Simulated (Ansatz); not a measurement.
The system is Sn3Se.

```
CELL_PARAMETERS angstrom
0.00000 3.73314 3.73314
3.73314 0.00000 3.73314
3.73314 3.73314 0.00000
ATOMIC_POSITIONS crystal
Sn 0.50000 0.50000 0.50000
Sn 0.75000 0.75000 0.75000
Sn 0.25000 0.25000 0.25000
Se 0.00000 0.00000 0.00000
```

The cell comes from a database or a generator and needn't be the stable form of this composition.

Base run:

```yaml
Program: Ansatz 0.2.0
Functional: PBEsol
Potentials_or_basis: all-electron LAPW, scalar-relativistic
Cutoff: 164 eV
Density_cutoff: 654 eV
Basis_error_allowed: 0.002 eV/atom
k_mesh: 6 × 6 × 6
Occupations: fermi-dirac, width 0.05 eV
Spin: no spin polarisation
```

Its results: pressure -3.2 GPa.

Q: The run is repeated on the same cell with these changes: functional from PBEsol to LDA. What comes out?

A: Pressure -4.5 GPa.

LDA binds more tightly than PBEsol, so the same cell stands under less pressure.

Not every run made on this cell is shown here.
